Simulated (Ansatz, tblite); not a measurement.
# The cluster Li4S2: removing and adding an electron

One table from this session's results is given with a row withheld; the runs are named, their logs left out.

Computed with Ansatz 0.2.0, Gaussian basis. Level: as each input shows.

The runs, in order: charge +1 doublet, at the geometry of the singlet (PBE0-D4/def2-TZVP, PBE-D4/def2-TZVP, r2SCAN-D4/def2-TZVP, CCSD(T)/def2-TZVPP); charge -1 doublet, at the geometry of the singlet (PBE0-D4/def2-TZVPD, PBE-D4/def2-TZVPD, r2SCAN-D4/def2-TZVPD); the starting singlet's energies come from earlier runs.

1 further run of the same task is left out (set aside as unsound or not needed).

### The relaxed structure

The singlet was relaxed beforehand with PBE0-D4/def2-TZVP. At that level it is the lowest of the isomers that a small search found.

6 atoms, charge 0, spin multiplicity 1.

Atoms are counted from 1 here; the program's logs count them from 0.

Bond lengths: Li1–S5 2.221 Å, Li1–S6 2.353 Å, Li2–S5 2.221 Å, Li2–S6 2.353 Å, Li3–S6 2.105 Å, Li4–S5 2.222 Å, Li4–S6 2.354 Å. Angles: S5–Li1–S6 100.0°, S5–Li2–S6 100.0°, S5–Li4–S6 99.9°, Li1–S5–Li2 69.9°, Li1–S5–Li4 69.9°, Li2–S5–Li4 69.9°, Li1–S6–Li2 65.4°, Li1–S6–Li3 141.2°, Li1–S6–Li4 65.5°, Li2–S6–Li3 139.1°, Li2–S6–Li4 65.5°, Li3–S6–Li4 143.7°.

Set-up of the first run:

File in.yaml:

```yaml
crystal:
  periodic: [false, false, false]
  atoms:
    - {symbol: Li, position_ang: [1.543761, -0.325053, 0.371212]}
    - {symbol: Li, position_ang: [0.104845, 1.046127, -1.216356]}
    - {symbol: Li, position_ang: [-1.822972, 1.042135, 2.489433]}
    - {symbol: Li, position_ang: [-0.496415, -1.377784, -0.728078]}
    - {symbol: S, position_ang: [1.328467, -0.710774, -1.805559]}
    - {symbol: S, position_ang: [-0.657676, 0.325349, 0.889349]}
basis:
  gaussian: {orbitals: def2-SVP}
total_charge: 1
magnetization: {spin_polarized: true, initial_magnetization: 1}
hamiltonian: {xc: pbe0, dispersion: d4}
output: {orbitals: {seedname: orbitals}}
```

On the command line:

```console
$ ansatz run in.yaml --threads 4 --pin off --events-out ev --progress --plain --max-ram 3916MiB
```

Among the steps run: Charge +1 doublet at the fixed geometry, first pass, PBE0-D4/def2-SVP; Charge +1 doublet at the fixed geometry, PBE0-D4/def2-TZVP; Charge +1 doublet at the fixed geometry, PBE-D4/def2-TZVP; Charge +1 doublet at the fixed geometry, r2SCAN-D4/def2-TZVP; Charge +1 doublet at the fixed geometry, CCSD(T)/def2-TZVPP.

One table of the session follows, with a row left open; its other results are not shown here.

It belongs to the step «Vertical ionisation energy». 

```
             method  vertical ionisation energy (eV)
      HF/def2-TZVPP                             5.37
   PBE-D4/def2-TZVP                             6.46
r2SCAN-D4/def2-TZVP                             6.42
  PBE0-D4/def2-TZVP                                ?
     MP2/def2-TZVPP                             6.56
    CCSD/def2-TZVPP                             6.32
 CCSD(T)/def2-TZVPP                             6.40
```

**Question.** Estimate the row for PBE0-D4/def2-TZVP.

The run gave: vertical ionisation energy (eV): 6.49. In the column «vertical ionisation energy (eV)» it lies between PBE-D4/def2-TZVP (6.46) and MP2/def2-TZVPP (6.56).

Caveats from the session: The anion's highest level is positive in at least one run, so there the basis alone may hold the extra electron.
